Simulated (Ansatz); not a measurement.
# SiH₅Br: Born-Oppenheimer dynamics

Aim: follow the atoms for 80 steps of 0.75 fs with a Langevin thermostat, with velocities drawn for 300 K, and see to which side of the barrier the system falls.

Program: Ansatz 0.2.0, Gaussian basis. Level of theory: PBE0-D4/def2-SVP. These are calculated values, not measurements.

## 1. The system as given

The start, a first-order saddle point found at PBE0-D4 in triple zeta: 7 atoms, charge 0, spin multiplicity 1.

Atoms are counted from 1 here; the program's logs count them from 0.

Bond lengths: Si1–H3 1.472 Å, Si1–H4 1.498 Å, Si1–H5 1.472 Å, Si1–H7 1.714 Å. Angles: H3–Si1–H4 105.6°, H3–Si1–H5 123.0°, H3–Si1–H7 115.8°, H4–Si1–H5 105.5°, H4–Si1–H7 79.5°, H5–Si1–H7 116.0°.

Geometry (Å):

```xyz
7
BrH5Si
Si   -0.47367   -0.26169    0.14484
Br    1.34643    0.11425   -1.77863
H    -1.44296    0.31556   -0.80028
H    -1.06182   -0.04681    1.50567
H    -0.06624   -1.67588    0.11160
H     1.03262    0.72053    0.00820
H     0.66565    0.83404    0.80861
```

## 2. Dynamics

md/in.yaml reads:

```yaml
crystal:
  periodic: [false, false, false]
  atoms:
    - {symbol: Si, position_ang: [-0.473669, -0.261687, 0.144836]}
    - {symbol: Br, position_ang: [1.346429, 0.114254, -1.778633]}
    - {symbol: H, position_ang: [-1.442960, 0.315556, -0.800281]}
    - {symbol: H, position_ang: [-1.061820, -0.046810, 1.505665]}
    - {symbol: H, position_ang: [-0.066243, -1.675881, 0.111600]}
    - {symbol: H, position_ang: [1.032616, 0.720527, 0.008198]}
    - {symbol: H, position_ang: [0.665648, 0.834039, 0.808615]}
basis:
  gaussian: {orbitals: def2-SVP}
hamiltonian: {xc: pbe0, dispersion: d4}
md: {n_steps: 80, timestep: 0.75, temperature: 300, ensemble: nvt_langevin, seed: 338, friction: 0.05, initial_velocities: maxwell_boltzmann}
```

Started as:

```sh
ansatz run in.yaml --threads 2 --pin off --events-out ev --progress --plain --max-ram 4352MiB
```

What does the calculation give? Wanted: temperature at the start; mean temperature, second half; lowest and highest potential energy, from the first frame; largest change of potential + kinetic; bonds lost by distance.

As calculated:

| quantity | value |
| --- | --- |
| length | 80 steps, 60.0 fs |
| temperature at the start | 257 K |
| mean temperature, second half | 883 K |
| lowest and highest potential energy, from the first frame | -2083 and 137 meV |
| largest change of potential + kinetic | 1821.7 meV |
| bonds lost by distance | Si1–H7 |

In words: By the last frame it has moved back towards the start side of the step. The system runs downhill by 2.08 eV, and that energy turns into motion. The thermostat trades energy with the molecule, so the sum of potential and kinetic energy isn't conserved: it changes by -1822 meV over the run. The mean temperature of the second half is still well above the 300 K set. The instant temperature ranges from 71 to 1249 K, as energy passes between motion and strain. Under Langevin the temperature counts 3N degrees of freedom, more than the drawn velocities fill, so it starts at 257 K, not 300 K.
